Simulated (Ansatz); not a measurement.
# PbBrF: the cost of one run

Program: Ansatz 0.2.0. Level of theory: DFT PBEsol, scalar-relativistic, plane waves, PAW. These are calculated values, not measurements.

**1. The structure to begin with**

The structure is tetragonal, space group P4/nmm (No. 129). The conventional cell has a = 4.180 Å, b = 4.180 Å, c = 7.590 Å, α = 90.00°, β = 90.00°, γ = 90.00°. Pb (site symmetry 4mm) has 4 F at 2.56 Å and 5 Br at 3.18 to 3.45 Å as nearest neighbours. Br (site symmetry 4mm) has 5 Pb at 3.18 to 3.45 Å as nearest neighbours. F (site symmetry -4m2) is surrounded by 4 Pb at 2.56 Å.

Coordinates:

```
CELL_PARAMETERS angstrom
4.18000 0.00000 0.00000
0.00000 4.18000 0.00000
0.00000 0.00000 7.59000
ATOMIC_POSITIONS crystal
Pb 0.00000 0.50000 0.19500
Pb 0.50000 0.00000 0.80500
Br 0.00000 0.50000 0.65000
Br 0.50000 0.00000 0.35000
F 0.50000 0.50000 0.00000
F 0.00000 0.00000 0.00000
```

The structure comes from the Crystallography Open Database.

**2. Quick check of gap, pressure and forces**

File input.yaml:

```yaml
crystal:
  lattice:
    - [4.18, 0.0, 0.0]
    - [0.0, 4.18, 0.0]
    - [0.0, 0.0, 7.59]
  atoms:
    - { symbol: Pb, position: [0.0, 0.5, 0.195] }
    - { symbol: Pb, position: [0.5, 0.0, 0.805] }
    - { symbol: Br, position: [0.0, 0.5, 0.65] }
    - { symbol: Br, position: [0.5, 0.0, 0.35] }
    - { symbol: F, position: [0.5, 0.5, 0.0] }
    - { symbol: F, position: [0.0, 0.0, 0.0] }
basis:
  ecutwfc: 420
kpoints:
  mp_grid: { grid: [4, 4, 4] }
hamiltonian:
  xc: pbesol
scf:
  occupations: { method: gaussian, width: 0.1 }
output:
  forces: true
  stress: true
  eigenvalues: true
```

Command:

```console
> ansatz run input.yaml --threads 4 --pin off --max-ram 5120MiB --backend cpu --events-out ev --progress --plain --runs-dir out
```

Q: Estimate wall time and peak memory on 4 threads of Arm Neoverse V2, shared host.

About 1.3 s, with a peak of 0.46 GiB.
